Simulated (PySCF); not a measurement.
# AuCl4 ([AuCl4]-): the cost of one run

Programs: PySCF 2.14.0, with routines of our own; each step states its level. All values are computed. Atoms count from 0.

### 1 The system as given

5 atoms, charge -1, states of the metal's open shell are computed; geometry from: model geometry, bond lengths from ionic radii.

### 2 Ligand-field states: state-averaged CASSCF

The job: settings as JSON, then the geometry in Å.

```
{"job": {"kind": "lf", "basis": {"metal": "x2c-TZVPall", "ligand": "x2c-SVPall"}, "nevpt": true}, "charge": -1, "metal": "Au", "open_shell": "d8"}
Au     0.000000     0.000000     0.000000
Cl     1.408734     1.408734     1.408735
Cl    -1.408734    -1.408734     1.408735
Cl    -1.408734     1.408734    -1.408735
Cl     1.408734    -1.408734    -1.408735
```

Method: state-averaged CASSCF of the metal d shell, SC-NEVPT2 on the averaged canonical orbitals, state-interaction spin-orbit coupling.

On the command line:

```sh
$ OMP_NUM_THREADS=1 python lf_run.py task.json out
```

One launch serves the whole session: the jobs run in the order shown.

**Question.** How long does this first job take on 1 thread of AMD EPYC 7R13, shared host, and how much memory does it need?

About 39 s, with a peak of 0.43 GiB.
